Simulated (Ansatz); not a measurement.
**ClFGaH2N: two geometries relaxed**

Are the two ends of the inversion of the pyramid at N1 separate minima, and which lies lower? Each is relaxed from a guess. SMILES of the start: [NH2][Ga]([F])[Cl].

Program: Ansatz 0.2.0. Level of theory: RKS PBE0/def2-SVP. These are calculated values, not measurements.

## 1. The structure to begin with

Bond lengths: N1–Ga2 1.682 Å, Ga2–F3 1.565 Å, Ga2–Cl4 1.386 Å, N1–H5 1.072 Å, N1–H6 1.094 Å. Angles: N1–Ga2–F3 90.6°, N1–Ga2–Cl4 151.0°, F3–Ga2–Cl4 116.3°, Ga2–N1–H5 105.9°, Ga2–N1–H6 112.4°, H5–N1–H6 100.3°.

Structure file:

```xyz
6

N     0.1145    0.9032    0.1249
Ga   -0.0304   -0.7671   -0.0093
F     1.4704   -0.9468    0.3953
Cl   -0.6732   -1.8918   -0.5014
H    -0.6974    1.2191    0.7492
H    -0.1419    1.4195   -0.8048
```

## 2. End point A

input.yaml

```yaml
crystal:
  periodic: [false, false, false]
  atoms:
    - { symbol: "N", position_ang: [0.1145, 0.9032, 0.1249] }
    - { symbol: Ga, position_ang: [-0.0304, -0.7671, -0.0093] }
    - { symbol: F, position_ang: [1.4704, -0.9468, 0.3953] }
    - { symbol: Cl, position_ang: [-0.6732, -1.8918, -0.5014] }
    - { symbol: H, position_ang: [-0.6974, 1.2191, 0.7492] }
    - { symbol: H, position_ang: [-0.1419, 1.4195, -0.8048] }
basis:
  gaussian: { orbitals: def2-SVP }
hamiltonian:
  xc: pbe0
relax:
  f_tol: 0.015
  max_steps: 40
output:
  orbitals: {}
```

On the command line:

```bash
ansatz run input.yaml --threads 1 --pin off --max-ram 2048MiB --backend cpu --events-out ev --progress --plain --runs-dir out
```

Standard output (excerpt; [...] marks lines left out):

```text
Warning: RAYON_NUM_THREADS=1 ignored (pool sized by the plan → 1); use --threads N
[...]
Functional definition: PBE0
[...]
919 factors; integrals over basis functions are off by at most 2.9e-4 eV
[...]
mean field -69094.81616778 eV, -2539.1876600176 hartree, gradient 1.1e-5 eV, S^2 0.000000; 0 other end points of the search recorded, 0 dependent functions left out
[...]
reference -69094.81619661 eV, -2539.1876610769 hartree; 33, 33 occupied and 55, 55 virtual orbitals, 919 factors
relax step   1: F+E_penalty+E_count = -69094.81616778 eV  Δ(F+E_penalty+E_count) = +0.000e0 eV  max|allowed force component| = 6.523e1 eV/Å  Δτ_max = 0.0000 Å  (27 SCF iters, accepted)
[...]
relax step   5: F+E_penalty+E_count = -69113.58391153 eV  Δ(F+E_penalty+E_count) = +1.414e-1 eV  max|allowed force component| = 2.170e0 eV/Å  Δτ_max = 0.2000 Å  (34 SCF iters, rejected (line search))
[...]
relax step   9: F+E_penalty+E_count = -69113.93655030 eV  Δ(F+E_penalty+E_count) = -6.659e-2 eV  max|allowed force component| = 4.696e-1 eV/Å  Δτ_max = 0.2000 Å  (29 SCF iters, accepted)
[...]
relax step  13: F+E_penalty+E_count = -69114.14942291 eV  Δ(F+E_penalty+E_count) = -1.476e-2 eV  max|allowed force component| = 2.348e-1 eV/Å  Δτ_max = 0.2000 Å  (29 SCF iters, accepted)
[...]
relax step  15: F+E_penalty+E_count = -69114.15583525 eV  Δ(F+E_penalty+E_count) = -8.395e-4 eV  max|allowed force component| = 2.202e-1 eV/Å  Δτ_max = 0.0693 Å  (29 SCF iters, accepted)
[...]
relax step  16: F+E_penalty+E_count = -69114.16392093 eV  Δ(F+E_penalty+E_count) = -8.086e-3 eV  max|allowed force component| = 9.311e-3 eV/Å  Δτ_max = 0.0696 Å  (30 SCF iters, accepted)
919 factors; integrals over basis functions are off by at most 3.1e-4 eV
[...]
mean field -69114.16392093 eV, -2539.8986768312 hartree, gradient 1.5e-5 eV, S^2 0.000000; 1 other end points of the search recorded, 0 dependent functions left out
[...]
reference -69114.16394761 eV, -2539.8986778116 hartree; 33, 33 occupied and 55, 55 virtual orbitals, 919 factors
Total energy: -69114.16394761 eV, -2539.8986778116 hartree
Atom 0 at    -0.225589     1.011089    -0.005785 Å, force    -0.007556    -0.002289     0.001094 eV/Å
Atom 1 at     0.233668    -0.714992     0.021573 Å, force     0.001192     0.006363    -0.005866 eV/Å
Atom 2 at     1.571837    -1.224137     1.018533 Å, force     0.000382    -0.002912    -0.000903 eV/Å
Atom 3 at    -0.745716    -2.212932    -1.128629 Å, force    -0.001589    -0.003904     0.002600 eV/Å
Atom 4 at     0.227188     1.709351     0.569260 Å, force     0.004759     0.007218     0.009311 eV/Å
Atom 5 at    -1.019388     1.367721    -0.521051 Å, force     0.002812    -0.004477    -0.006237 eV/Å
Dipole moment:    -0.258712     0.590847    -0.046488 e Å
```

Run time: 69 s. Hardware: 1 thread of Arm Neoverse V1, shared host; peak memory 0.19 GiB.

Relaxation path:

```
step  energy from step 1 (eV)  largest force component (eV/Å)
   1                   0.0000                         65.2328
   2                 -13.8109                         16.8288
   3                 -17.8498                          5.8058
   4                 -18.9091                          1.2164
  5x                 -18.7677                          2.1696
   6                 -19.0230                          0.4442
   7                 -19.0402                          0.1525
   8                 -19.0538                          0.7313
   9                 -19.1204                          0.4696
  10                 -19.1555                          1.4231
  11                 -19.2580                          0.4774
  12                 -19.3185                          0.5445
  13                 -19.3333                          0.2348
  14                 -19.3388                          0.1751
  15                 -19.3397                          0.2202
  16                 -19.3478                          0.0093
```

Step 1 is the start. 1 step was tried and not accepted (marked x).

After: Bond lengths: N1–Ga2 1.786 Å, Ga2–F3 1.745 Å, Ga2–Cl4 2.127 Å, N1–H5 1.012 Å, N1–H6 1.011 Å. Angles: N1–Ga2–F3 119.2°, N1–Ga2–Cl4 123.6°, F3–Ga2–Cl4 117.2°, Ga2–N1–H5 122.9°, Ga2–N1–H6 123.4°, H5–N1–H6 113.4°.

## 3. Relaxing end B

The second end starts from a geometry with the move made by hand.

input.yaml: that of step 2 with these lines changed.

```diff
@@ -7,4 +7,4 @@
     - { symbol: Cl, position_ang: [-0.6732, -1.8918, -0.5014] }
-    - { symbol: H, position_ang: [-0.6974, 1.2191, 0.7492] }
-    - { symbol: H, position_ang: [-0.1419, 1.4195, -0.8048] }
+    - { symbol: H, position_ang: [0.46328, 1.08852, 1.12126] }
+    - { symbol: H, position_ang: [0.95636, 1.29594, -0.45275] }
 basis:
@@ -16,3 +16 @@
   max_steps: 40
-output:
-  orbitals: {}
```

On the command line:

```bash
ansatz run input.yaml --threads 1 --pin off --max-ram 2048MiB --backend cpu --events-out ev --progress --plain --runs-dir out
```

Standard output (excerpt; [...] marks lines left out):

```text
Warning: RAYON_NUM_THREADS=1 ignored (pool sized by the plan → 1); use --threads N
[...]
Functional definition: PBE0
[...]
918 factors; integrals over basis functions are off by at most 2.0e-4 eV
[...]
mean field -69094.82490286 eV, -2539.1879810256 hartree, gradient 1.5e-5 eV, S^2 0.000000; 0 other end points of the search recorded, 0 dependent functions left out
[...]
reference -69094.82493116 eV, -2539.1879820655 hartree; 33, 33 occupied and 55, 55 virtual orbitals, 918 factors
relax step   1: F+E_penalty+E_count = -69094.82490286 eV  Δ(F+E_penalty+E_count) = +0.000e0 eV  max|allowed force component| = 6.489e1 eV/Å  Δτ_max = 0.0000 Å  (26 SCF iters, accepted)
[...]
relax step   5: F+E_penalty+E_count = -69113.78861812 eV  Δ(F+E_penalty+E_count) = -1.881e-1 eV  max|allowed force component| = 7.566e-1 eV/Å  Δτ_max = 0.1885 Å  (29 SCF iters, accepted)
[...]
918 factors; integrals over basis functions are off by at most 3.1e-4 eV
mean field -69114.16403430 eV, -2539.8986809977 hartree, gradient 1.0e-5 eV, S^2 0.000000; 1 other end points of the search recorded, 0 dependent functions left out
[...]
reference -69114.16406091 eV, -2539.8986819755 hartree; 33, 33 occupied and 55, 55 virtual orbitals, 918 factors
Total energy: -69114.16406091 eV, -2539.8986819755 hartree
Atom 0 at     0.384111     0.991767     0.195225 Å, force     0.007051    -0.013730     0.001861 eV/Å
Atom 1 at     0.429428    -0.791704     0.107010 Å, force     0.003736    -0.001361     0.006926 eV/Å
Atom 2 at     1.613803    -1.661332     1.048316 Å, force    -0.005535     0.003593    -0.005657 eV/Å
Atom 3 at    -0.902005    -1.949033    -1.082314 Å, force     0.001110     0.000969     0.000134 eV/Å
Atom 4 at     1.035920     1.532929     0.748006 Å, force     0.005248     0.003613     0.005662 eV/Å
Atom 5 at    -0.260318     1.559334    -0.338233 Å, force    -0.011610     0.006916    -0.008926 eV/Å
Dipole moment:    -0.080320     0.641388    -0.046434 e Å
```

Run time: 75 s. Hardware: 1 thread of Arm Neoverse V1, shared host; peak memory 0.19 GiB.

Step by step:

```
step  energy from step 1 (eV)  largest force component (eV/Å)
   1                   0.0000                         64.8936
   2                 -13.8082                         16.5283
   3                 -17.6527                          5.7650
   4                 -18.7756                          1.2087
   5                 -18.9637                          0.7566
   6                 -19.0169                          0.4303
   7                 -19.0388                          0.3281
   8                 -19.0893                          0.4495
   9                 -19.1437                          0.9995
  10                 -19.1955                          0.6662
  11                 -19.2801                          0.7710
  12                 -19.3262                          0.2656
  13                 -19.3295                          0.3183
  14                 -19.3371                          0.1892
  15                 -19.3383                          0.0632
  16                 -19.3391                          0.0102
 17x                 -19.3376                          0.3189
  18                 -19.3391                          0.0137
```

Step 1 is the start. 1 step was tried and not accepted (marked x).

After: Bond lengths: N1–Ga2 1.786 Å, Ga2–F3 1.745 Å, Ga2–Cl4 2.128 Å, N1–H5 1.012 Å, N1–H6 1.011 Å. Angles: N1–Ga2–F3 119.2°, N1–Ga2–Cl4 123.7°, F3–Ga2–Cl4 117.1°, Ga2–N1–H5 123.0°, Ga2–N1–H6 123.4°, H5–N1–H6 113.5°.

## 4. What came out

| quantity | value |
| --- | --- |
| end A | 14 moves, 19.348 eV lower |
| end B | 16 moves, 19.339 eV lower |
| largest difference between the ends | 0.04 Å |
| end B relative to end A | -0.000 eV |

**Reading.** Both starts fell into the same minimum (no atom differs by more than 0.04 Å), so from this start no second minimum was found and no band was run; another arrangement could still be one.
